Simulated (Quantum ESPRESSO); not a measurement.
An input for Quantum ESPRESSO 7.5 (BaY):

pw.in

```
&CONTROL
  calculation = 'vc-relax'
  prefix = 'pwscf'
  outdir = './tmp'
  pseudo_dir = './pseudo'
  tprnfor = .true.
  tstress = .true.
  disk_io = 'low'
  nstep = 30
  forc_conv_thr = 0.0004
  etot_conv_thr = 1d-05
/
&SYSTEM
  ibrav = 0
  nat = 5
  ntyp = 2
  ecutwfc = 72
  nbnd = 30
  occupations = 'smearing'
  smearing = 'mv'
  degauss = 0.00734986
/
&ELECTRONS
  conv_thr = 8d-10
  electron_maxstep = 80
  mixing_beta = 0.5
/
&IONS
  ion_dynamics = 'bfgs'
/
&CELL
  cell_dynamics = 'bfgs'
  press = 0
  press_conv_thr = 0.3
/
ATOMIC_SPECIES
Ba   137.3270 Ba.upf
Y     88.9058 Y.upf
CELL_PARAMETERS angstrom
   4.4587797100    0.0000000000    0.0000000000
   0.0000000000    4.4587797100    0.0000000000
   0.0000000000    0.0000000000    5.8411962200
ATOMIC_POSITIONS crystal
Ba     0.5000000000    0.0000000000    0.3000000100
Ba     0.0000000000    0.5000000000    0.6999999900
Y      0.0000000000    0.0000000000    0.0000000000
Y      0.5000000000    0.5000000000    0.0000000000
K_POINTS automatic
3 3 3 0 0 0
```

Potentials or basis: PseudoDojo 0.4.1 SR LDA standard.

The run is started by

```console
$ OMP_NUM_THREADS=1 pw.x -in pw.in > pw.out
```

Task: Does this run start?

Result: The run stopped without a result. It printed:

pw.out:

```text
This program is part of the open-source Quantum ESPRESSO suite
     for quantum simulation of materials; please cite
         "P. Giannozzi et al., J. Phys.:Condens. Matter 21 395502 (2009);
         "P. Giannozzi et al., J. Phys.:Condens. Matter 29 465901 (2017);
         "P. Giannozzi et al., J. Chem. Phys. 152 154105 (2020);
     in publications or presentations arising from this work. More details at

 %%%%%%%%%%%%%%%%%%%%%%%%%%%%%%%%%%%%%%%%%%%%%%%%%%%%%%%%%%%%%%%%%%%%%%%%%%%%%%
     Error in routine read_cards (5):
     wrong number of columns in ATOMIC_POSITIONS
 %%%%%%%%%%%%%%%%%%%%%%%%%%%%%%%%%%%%%%%%%%%%%%%%%%%%%%%%%%%%%%%%%%%%%%%%%%%%%%

     stopping ...
```
